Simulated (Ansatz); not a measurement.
# CuH6NSi2: the cost of one run

Method: the settings change from run to run; program: Ansatz 0.2.0, Gaussian basis.

**1. The relaxed structure**

An earlier PBE0-D4 in a triple-zeta def2 set relaxation fixed the geometry.

SMILES `[SiH3][N]([SiH3])[Cu]`, 10 atoms, charge 0, spin multiplicity 1.

Atoms are counted from 1 here; the program's logs count them from 0.

Bond lengths: Si1–N2 1.710 Å, Si1–H5 1.493 Å, Si1–H6 1.492 Å, Si1–H7 1.495 Å, N2–Si3 1.710 Å, N2–Cu4 1.833 Å, Si3–H8 1.493 Å, Si3–H9 1.495 Å, Si3–H10 1.492 Å. Angles: N2–Si1–H5 111.1°, N2–Si1–H6 110.0°, N2–Si1–H7 114.0°, H5–Si1–H6 108.4°, H5–Si1–H7 105.8°, H6–Si1–H7 107.2°, Si1–N2–Si3 127.1°, Si1–N2–Cu4 116.0°, Si3–N2–Cu4 116.0°, N2–Si3–H8 111.1°, N2–Si3–H9 114.0°, N2–Si3–H10 110.0°, H8–Si3–H9 105.8°, H8–Si3–H10 108.4°, H9–Si3–H10 107.2°.

**2. wB97X-V/cc-pVTZ-DK**

Set apart from the defaults: atoms shaken by 0.15 Å, a point charge of -1.00 e beside it.

File in.yaml:

```yaml
crystal:
  periodic: [false, false, false]
  atoms:
    - {symbol: Si, position_ang: [-0.309671, 1.394709, -0.726949]}
    - {symbol: N, position_ang: [-0.315801, -0.531257, -0.275524]}
    - {symbol: Si, position_ang: [0.287986, -1.136161, 0.741961]}
    - {symbol: Cu, position_ang: [-0.726741, -1.466275, -1.717778]}
    - {symbol: H, position_ang: [-1.594451, 1.970530, -1.529324]}
    - {symbol: H, position_ang: [-0.654227, 2.183660, 0.257448]}
    - {symbol: H, position_ang: [0.738726, 2.094819, -1.389611]}
    - {symbol: H, position_ang: [-0.472559, -2.176817, 1.423418]}
    - {symbol: H, position_ang: [1.892638, -1.605408, 0.923679]}
    - {symbol: H, position_ang: [0.351544, -0.276444, 2.305266]}
basis:
  gaussian: {orbitals: cc-pVTZ-DK, point_charges: [{charge: -1.00, position_ang: [6.115, -0.654, 0.689]}]}
hamiltonian: {xc: {name: wB97X-V}}
```

Command:

```bash
> ansatz run in.yaml --threads 4 --pin off --events-out ev --progress --plain --max-ram 10444MiB
```

**Question.** How long does this run take on 4 threads of Arm Neoverse V2, shared host, and how much memory does it need?

About 9.5 s, with a peak of 0.79 GiB.
